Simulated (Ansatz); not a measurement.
# C₃H₆SeSi: one species, many methods

Aim: compute C₃H₆SeSi with functionals from several rungs and with coupled cluster, and see how far each lands from CCSD(T) at the basis-set limit for the atomisation energy.

Computed with Ansatz 0.2.0, Gaussian basis. Level: functionals in def2-TZVPP, the program's frozen cores in correlated methods.

The runs, in order: PBE-D4, r2SCAN-D4, PBE0-D4, B3LYP-D4, ωB97X-V, ωB97M-V, B2PLYP; CCSD(T)/def2-TZVPP; MP2/def2-QZVPP; extrapolation to the limit.

**1. The geometry**

The geometry comes from an earlier relaxation with PBE0-D4 in a triple-zeta def2 set; it is a stationary point, not always the lowest conformer.

SMILES `[SiH3]/C=C1\C[Se]1`, 11 atoms, charge 0, spin multiplicity 1.

Atoms are counted from 1 here; the program's logs count them from 0.

Bond lengths: Si1–C2 1.856 Å, Si1–H6 1.488 Å, Si1–H7 1.486 Å, Si1–H8 1.488 Å, C2–C3 1.322 Å, C2–H9 1.086 Å, C3–C4 1.444 Å, C3–Se5 1.889 Å, C4–Se5 1.989 Å, C4–H10 1.085 Å, C4–H11 1.085 Å. Angles: C2–Si1–H6 110.9°, C2–Si1–H7 108.9°, C2–Si1–H8 110.9°, H6–Si1–H7 109.2°, H6–Si1–H8 107.6°, H7–Si1–H8 109.2°, Si1–C2–C3 121.1°, Si1–C2–H9 120.4°, C3–C2–H9 118.5°, C2–C3–C4 145.0°, C2–C3–Se5 143.2°, C4–C3–Se5 71.9°, C3–C4–Se5 64.5°, C3–C4–H10 118.9°, C3–C4–H11 118.9°, Se5–C4–H10 114.3°, Se5–C4–H11 114.3°, H10–C4–H11 115.5° and more.

**2. PBE-D4 (GGA)**

in.yaml reads:

```yaml
crystal:
  periodic: [false, false, false]
  atoms:
    - {symbol: Si, position_ang: [-1.556030, 0.014348, 0.847485]}
    - {symbol: C, position_ang: [0.200649, 0.613648, 0.825740]}
    - {symbol: C, position_ang: [1.030733, 0.258271, -0.139266]}
    - {symbol: C, position_ang: [1.170660, -0.506029, -1.356163]}
    - {symbol: Se, position_ang: [2.802623, 0.461989, -0.760587]}
    - {symbol: H, position_ang: [-2.507821, 1.157665, 0.811765]}
    - {symbol: H, position_ang: [-1.784332, -0.849985, -0.339984]}
    - {symbol: H, position_ang: [-1.835969, -0.766706, 2.082810]}
    - {symbol: H, position_ang: [0.567860, 1.267537, 1.611770]}
    - {symbol: H, position_ang: [0.732406, -0.120797, -2.271326]}
    - {symbol: H, position_ang: [1.244719, -1.586942, -1.291645]}
basis:
  gaussian: {orbitals: def2-TZVPP}
hamiltonian: {xc: pbe, dispersion: d4}
output: {forces: true, orbitals: {seedname: orbitals}}
```

Started as:

```bash
ansatz run in.yaml --threads 4 --pin off --events-out ev --progress --plain --max-ram 10444MiB
```

Further steps of the session: r2SCAN-D4 (meta-GGA); PBE0-D4 (hybrid); B3LYP-D4 (hybrid); ωB97X-V (range-separated); ωB97M-V (range-separated); B2PLYP (double hybrid); CCSD(T) in def2-TZVPP; MP2 in def2-QZVPP.

**Question.** What will the summary of the whole plan be? Wanted: atomisation energy, CCSD(T)/CBS; farthest; mean size of error, hybrid; mean size of error, range-separated; gap, smallest and largest; T1 diagnostic; triples share of the correlation energy.

The runs gave:

| quantity | value |
| --- | --- |
| atomisation energy, CCSD(T)/CBS | 4042.6 kJ/mol |
| functionals within 40.4 kJ/mol (1.0 %) | r2SCAN-D4, PBE0-D4, B3LYP-D4, ωB97X-V, ωB97M-V |
| farthest | PBE-D4 (+102.0 kJ/mol) |
| mean size of error, hybrid | 14.4 kJ/mol |
| mean size of error, range-separated | 5.0 kJ/mol |
| gap, smallest and largest | 3.73 eV (PBE-D4), 9.97 eV (ωB97X-V) |
| T1 diagnostic | 0.0117 |
| triples share of the correlation energy | 4.5 % |

In words: PBE-D4 misses by +102.0 kJ/mol. Double hybrids carry the basis error of their MP2 part in triple zeta, and no dispersion term here, so their miss is partly the set-up's. Misses under about 40.4 kJ/mol are within the doubt on the reference itself, which lacks core-valence correlation, relativity and higher excitations, and its outer-core shells are covered unevenly. All levels share the lack of spin-orbit coupling, which lowers the free heavy atoms and so the true binding. Hartree-Fock recovers 72 % of the binding; the rest is correlation. Orbital gaps span 3.7 to 10.0 eV; exact exchange widens them. Correlated methods include outer-core shells of Se, which these sets cover unevenly.
